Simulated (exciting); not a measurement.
A run of exciting (release sodium) is set up as follows.

Contents of run_exciting.py:

```python
import subprocess
import xml.etree.ElementTree as ET
from ase.io import read
from ase.units import Bohr

atoms = read("NbSi.cif")
import spglib
from ase import Atoms
cell, positions, numbers = spglib.find_primitive((atoms.cell[:], atoms.get_scaled_positions(), atoms.numbers), symprec=1e-5)
atoms = Atoms(numbers, cell=cell, scaled_positions=positions, pbc=True)
rmt = {'Nb': 2.3, 'Si': 2.0}  # bohr
tasks = """
<groundstate do="fromscratch" ngridk="9 9 9" rgkmax="7.8" gmaxvr="14" lmaxapw="10" lmaxmat="10" lmaxvr="8" xctype="GGA_PBE" stype="Fermi Dirac" swidth="0.00367493" nempty="14" ValenceRelativity="iora*" epsengy="1e-05" epspot="1e-05" maxscl="60" tforce="true" outputlevel="low" vdWcorrection="DFTD2"/>
<properties>
  <chargedensityplot>
    <plot3d>
      <box grid="19 19 19">
        <origin coord="0 0 0"/>
        <point coord="1 0 0"/>
        <point coord="0 1 0"/>
        <point coord="0 0 1"/>
      </box>
    </plot3d>
  </chargedensityplot>
  <elfplot>
    <plot3d>
      <box grid="19 19 19">
        <origin coord="0 0 0"/>
        <point coord="1 0 0"/>
        <point coord="0 1 0"/>
        <point coord="0 0 1"/>
      </box>
    </plot3d>
  </elfplot>
  <exccplot>
    <plot3d>
      <box grid="19 19 19">
        <origin coord="0 0 0"/>
        <point coord="1 0 0"/>
        <point coord="0 1 0"/>
        <point coord="0 0 1"/>
      </box>
    </plot3d>
  </exccplot>
  <DFTD2/>
</properties>
"""

root = ET.Element("input")
ET.SubElement(root, "title").text = "NbSi"
structure = ET.SubElement(root, "structure", speciespath="./", tshift="false")
crystal = ET.SubElement(structure, "crystal", scale="1.0")
for vector in atoms.cell / Bohr:
    ET.SubElement(crystal, "basevect").text = " ".join(f"{x:.12f}" for x in vector)
symbols = atoms.get_chemical_symbols()
for element in dict.fromkeys(symbols):
    species = ET.SubElement(structure, "species", speciesfile=element + ".xml", rmt=str(rmt[element]))
    for symbol, position in zip(symbols, atoms.get_scaled_positions(wrap=False)):
        if symbol == element:
            ET.SubElement(species, "atom", coord=" ".join(f"{x:.12f}" for x in position))
root.extend(ET.fromstring("<tasks>" + tasks + "</tasks>"))
ET.indent(root)
ET.ElementTree(root).write("input.xml")
subprocess.run(["exciting_smp"], check=True)
```

The input NbSi.cif:

```cif
data_NbSi
_cell_length_a 5.14766000
_cell_length_b 5.14766000
_cell_length_c 5.14766000
_cell_angle_alpha 90.00000000
_cell_angle_beta 90.00000000
_cell_angle_gamma 90.00000000
_space_group_name_H-M_alt 'Fm-3m'
_space_group_name_Hall '-F 4 2 3'
_space_group_IT_number 225
loop_
_space_group_symop_operation_xyz
'x,y,z'
'-x,-y,-z'
'-y,x,z'
'y,-x,-z'
'-x,-y,z'
'x,y,-z'
'y,-x,z'
'-y,x,-z'
'x,-y,-z'
'-x,y,z'
'-y,-x,-z'
'y,x,z'
'-x,y,-z'
'x,-y,z'
'y,x,-z'
'-y,-x,z'
'z,x,y'
'-z,-x,-y'
'z,-y,x'
'-z,y,-x'
'z,-x,-y'
'-z,x,y'
'z,y,-x'
'-z,-y,x'
'-z,x,-y'
'z,-x,y'
'-z,-y,-x'
'z,y,x'
'-z,-x,y'
'z,x,-y'
'-z,y,x'
'z,-y,-x'
'y,z,x'
'-y,-z,-x'
'x,z,-y'
'-x,-z,y'
'-y,z,-x'
'y,-z,x'
'-x,z,y'
'x,-z,-y'
'-y,-z,x'
'y,z,-x'
'-x,-z,-y'
'x,z,y'
'y,-z,-x'
'-y,z,x'
'x,-z,y'
'-x,z,-y'
'x,y+1/2,z+1/2'
'-x,-y+1/2,-z+1/2'
'-y,x+1/2,z+1/2'
'y,-x+1/2,-z+1/2'
'-x,-y+1/2,z+1/2'
'x,y+1/2,-z+1/2'
'y,-x+1/2,z+1/2'
'-y,x+1/2,-z+1/2'
'x,-y+1/2,-z+1/2'
'-x,y+1/2,z+1/2'
'-y,-x+1/2,-z+1/2'
[... 41 lines left out ...]
'-x+1/2,-y,z+1/2'
'x+1/2,y,-z+1/2'
'y+1/2,-x,z+1/2'
'-y+1/2,x,-z+1/2'
'x+1/2,-y,-z+1/2'
'-x+1/2,y,z+1/2'
'-y+1/2,-x,-z+1/2'
'y+1/2,x,z+1/2'
'-x+1/2,y,-z+1/2'
'x+1/2,-y,z+1/2'
'y+1/2,x,-z+1/2'
'-y+1/2,-x,z+1/2'
'z+1/2,x,y+1/2'
'-z+1/2,-x,-y+1/2'
'z+1/2,-y,x+1/2'
'-z+1/2,y,-x+1/2'
'z+1/2,-x,-y+1/2'
'-z+1/2,x,y+1/2'
'z+1/2,y,-x+1/2'
'-z+1/2,-y,x+1/2'
'-z+1/2,x,-y+1/2'
'z+1/2,-x,y+1/2'
'-z+1/2,-y,-x+1/2'
'z+1/2,y,x+1/2'
'-z+1/2,-x,y+1/2'
'z+1/2,x,-y+1/2'
'-z+1/2,y,x+1/2'
'z+1/2,-y,-x+1/2'
'y+1/2,z,x+1/2'
'-y+1/2,-z,-x+1/2'
'x+1/2,z,-y+1/2'
'-x+1/2,-z,y+1/2'
'-y+1/2,z,-x+1/2'
'y+1/2,-z,x+1/2'
'-x+1/2,z,y+1/2'
'x+1/2,-z,-y+1/2'
'-y+1/2,-z,x+1/2'
'y+1/2,z,-x+1/2'
'-x+1/2,-z,-y+1/2'
'x+1/2,z,y+1/2'
'y+1/2,-z,-x+1/2'
'-y+1/2,z,x+1/2'
'x+1/2,-z,y+1/2'
'-x+1/2,z,-y+1/2'
'x+1/2,y+1/2,z'
'-x+1/2,-y+1/2,-z'
'-y+1/2,x+1/2,z'
'y+1/2,-x+1/2,-z'
'-x+1/2,-y+1/2,z'
'x+1/2,y+1/2,-z'
'y+1/2,-x+1/2,z'
'-y+1/2,x+1/2,-z'
'x+1/2,-y+1/2,-z'
'-x+1/2,y+1/2,z'
'-y+1/2,-x+1/2,-z'
'y+1/2,x+1/2,z'
'-x+1/2,y+1/2,-z'
'x+1/2,-y+1/2,z'
'y+1/2,x+1/2,-z'
'-y+1/2,-x+1/2,z'
'z+1/2,x+1/2,y'
'-z+1/2,-x+1/2,-y'
'z+1/2,-y+1/2,x'
'-z+1/2,y+1/2,-x'
'z+1/2,-x+1/2,-y'
'-z+1/2,x+1/2,y'
'z+1/2,y+1/2,-x'
'-z+1/2,-y+1/2,x'
'-z+1/2,x+1/2,-y'
'z+1/2,-x+1/2,y'
'-z+1/2,-y+1/2,-x'
'z+1/2,y+1/2,x'
'-z+1/2,-x+1/2,y'
'z+1/2,x+1/2,-y'
'-z+1/2,y+1/2,x'
'z+1/2,-y+1/2,-x'
'y+1/2,z+1/2,x'
'-y+1/2,-z+1/2,-x'
'x+1/2,z+1/2,-y'
'-x+1/2,-z+1/2,y'
'-y+1/2,z+1/2,-x'
'y+1/2,-z+1/2,x'
'-x+1/2,z+1/2,y'
'x+1/2,-z+1/2,-y'
'-y+1/2,-z+1/2,x'
'y+1/2,z+1/2,-x'
'-x+1/2,-z+1/2,-y'
'x+1/2,z+1/2,y'
'y+1/2,-z+1/2,-x'
'-y+1/2,z+1/2,x'
'x+1/2,-z+1/2,y'
'-x+1/2,z+1/2,-y'
loop_
_atom_site_label
_atom_site_type_symbol
_atom_site_symmetry_multiplicity
_atom_site_Wyckoff_symbol
_atom_site_fract_x
_atom_site_fract_y
_atom_site_fract_z
_atom_site_occupancy
Nb1 Nb 4 a 0.0000000000 0.0000000000 0.0000000000 1
Si1 Si 4 b 0.5000000000 0.0000000000 0.0000000000 1
```

Potentials or basis: all-electron LAPW+lo, shipped species files, valence relativity iora*.

The run is started by

```sh
$ OMP_NUM_THREADS=1 python run_exciting.py
```

(1) What does it give for the band gap on the k mesh?

(2) Predict the dispersion energy per atom.

(3) Estimate the density of states at the Fermi level.

Results:

(1) none (metal or under the smearing width).

(2) -0.495 eV.

(3) 1.12 states/eV per cell.

Caveat: the log's total energy holds no entropy term; the free energy is that total less TS from the occupations.
